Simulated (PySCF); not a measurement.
# Co2F4 (Co2(F)4): the cost of one run

Programs: PySCF 2.14.0, with routines of our own; each step states its level. All values are computed. Atoms count from 0.

1 further run of the same task is left out (for a known fault of the program).

## 1. The starting structure

6 atoms, charge 0, multiplicity 7; geometry from: GFN1-xTB.

## 2. Open-shell or spin-flip excitations: unrestricted TDA PBE0/def2-SVP Co:def2-TZVP

What the job is given:

```
{"job": {"kind": "uabs", "xc": "PBE0", "basis": {"default": "def2-SVP", "Co": "def2-TZVP"}, "nstates": 15, "tda": true, "pol": false}, "charge": 0, "multiplicity": 7}
Co    -0.311970    -1.351450     0.316570
F     -0.760490    -2.918090     0.699170
F     -0.035640     0.311530     1.223960
Co     0.487760     1.293930    -0.329010
F      0.988920     2.844620    -0.716850
F     -0.368570    -0.180540    -1.193830
```

With the program's defaults for keys left out, this is: unrestricted TDA PBE0/def2-SVP Co:def2-TZVP, vertical, gas phase, core orbitals frozen in the response.

The run is started by

```sh
OMP_NUM_THREADS=1 python excited_run.py task.json out
```

The driver reads the jobs from task.json and runs them one after another.

Q: Estimate the wall time and peak memory of this first job on 1 thread of Intel Xeon Platinum 8488C, shared host.

About 4.8 min, with a peak of 0.76 GiB.
